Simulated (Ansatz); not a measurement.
# Nb2O: the cost of one run

Program: Ansatz 0.2.0. Level of theory: DFT PBE, scalar-relativistic, plane waves, PAW. These are calculated values, not measurements.

4 further runs of the same task are left out: 4 set aside as unsound or not needed.

## 1. The starting structure

The structure is orthorhombic, space group Pnnm (No. 58). The conventional cell has a = 4.256 Å, b = 5.195 Å, c = 3.243 Å, α = 90.00°, β = 90.00°, γ = 90.00°. Around Nb (site symmetry m) lie 1 Nb at 2.12 Å and 3 O at 2.14 to 2.16 Å. O (site symmetry 2/m) has 6 Nb at 2.14 to 2.16 Å as nearest neighbours.

Coordinates:

```xyz
6
Lattice="4.2563 0.0000 0.0000 0.0000 5.1948 0.0000 0.0000 0.0000 3.2430" Properties=species:S:1:pos:R:3 pbc="T T T"
Nb    0.8530    1.9673    0.0000
Nb    3.4034    3.2276    0.0000
Nb    2.9811    0.6301    1.6215
Nb    1.2752    4.5647    1.6215
O     0.0000    0.0000    0.0000
O     2.1282    2.5974    1.6215
```

This is candidate A: marcasite type (Pnnm, No. 58).

(A quick probe on a coarse mesh, which set the mesh and smearing, is not shown.)

## 3. Rough relaxation on the coarse mesh (candidate A)

Contents of input.yaml:

```yaml
crystal:
  lattice:
    - [4.25634432, 0.0, 0.0]
    - [0.0, 5.1948353953, 0.0]
    - [0.0, 0.0, 3.2429654874]
  atoms:
    - { symbol: Nb, position: [0.2004, 0.3787, 0.0] }
    - { symbol: Nb, position: [0.7996, 0.6213, 0.0] }
    - { symbol: Nb, position: [0.7004, 0.1213, 0.5] }
    - { symbol: Nb, position: [0.2996, 0.8787, 0.5] }
    - { symbol: O, position: [0.0, 0.0, 0.0] }
    - { symbol: O, position: [0.5, 0.5, 0.5] }
basis:
  ecutwfc: 420
kpoints:
  mp_grid: { grid: [4, 4, 6] }
hamiltonian:
  xc: pbe
scf:
  occupations: { method: gaussian, width: 0.1 }
  lower_state_search: "off"
output:
  forces: true
  stress: true
  eigenvalues: true
relax:
  adjacent_minimum: "off"
  f_tol: 0.04
  max_steps: 70
  cell: { stress_tol: 0.4 }
```

Command:

```sh
> ansatz run input.yaml --threads 1 --pin off --max-ram 2560MiB --backend cpu --events-out ev --progress --plain --runs-dir out
```

Q: Estimate wall time and peak memory on 1 thread of Arm Neoverse V1, shared host.

About 84 s, with a peak of 0.39 GiB.
